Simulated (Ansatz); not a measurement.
# H₂Se₂O (SMILES O[Se][SeH]): single points off equilibrium

An exercise on one series of results from a longer session: the logs are not shown, and one member is left open.

Computed with Ansatz 0.2.0, Gaussian basis. Level: single points in def2-TZVPP.

Correlated methods freeze the cores. Filled d shells of the heavier atoms are correlated.

**The starting structure**

SMILES `O[Se][SeH]`, 5 atoms, charge 0, spin multiplicity 1.

Atoms are counted from 1 here; the program's logs count them from 0.

Bond lengths: O1–Se2 1.812 Å, O1–H4 1.002 Å, Se2–Se3 2.256 Å, Se3–H5 1.473 Å. Angles: Se2–O1–H4 116.0°, O1–Se2–Se3 103.6°, Se2–Se3–H5 100.0°.

As a file:

```xyz
5
H2OSe2
O    -1.3156   -0.0018   -0.7843
Se   -0.2718   -1.0273    0.2850
Se    1.3622    0.3829    0.9400
H    -2.0551    0.4979   -0.3282
H     2.3404    0.1587   -0.1385
```

The first run:

The input, run/in.yaml:

```yaml
crystal:
  periodic: [false, false, false]
  atoms:
    - {symbol: O, position_ang: [-1.315600, -0.001800, -0.784300]}
    - {symbol: Se, position_ang: [-0.271800, -1.027300, 0.285000]}
    - {symbol: Se, position_ang: [1.362200, 0.382900, 0.940000]}
    - {symbol: H, position_ang: [-2.055100, 0.497900, -0.328200]}
    - {symbol: H, position_ang: [2.340400, 0.158700, -0.138500]}
basis:
  gaussian: {orbitals: def2-TZVPP}
correlation: {method: ccsd_t}
output: {forces: true}
```

No record of the launch command was kept for these runs.

Among the steps run: CCSD(T)/def2-TZVPP; PBE0-D4/def2-TZVPP; wB97M-V/def2-TZVPP; r2SCAN-D4/def2-TZVPP; PBE-D4/def2-TZVPP; HSE06-D4/def2-TZVPP; BLYP-D4/def2-TZVPP.

One table of the session follows, with a row left open; its other results are not shown here.

| method | RMS force component (eV/Å) | angle to CCSD(T) forces (°) | dipole (D) |
| --- | --- | --- | --- |
| CCSD(T) | 0.692 | reference | 0.80 |
| PBE0-D4 | 0.686 | 9.3 | 0.80 |
| wB97M-V | 0.680 | 7.5 | 0.83 |
| r2SCAN-D4 | 0.655 | 7.1 | 0.78 |
| PBE-D4 | 0.640 | 24.7 | 0.79 |
| HSE06-D4 | ? | ? | ? |
| BLYP-D4 | 0.771 | 33.6 | 0.83 |

Estimate the missing values for HSE06-D4.

As computed: RMS force component (eV/Å): 0.684; angle to CCSD(T) forces (°): 9.1; dipole (D): 0.79. In the column «RMS force component (eV/Å)» it lies between wB97M-V (0.680) and PBE0-D4 (0.686).
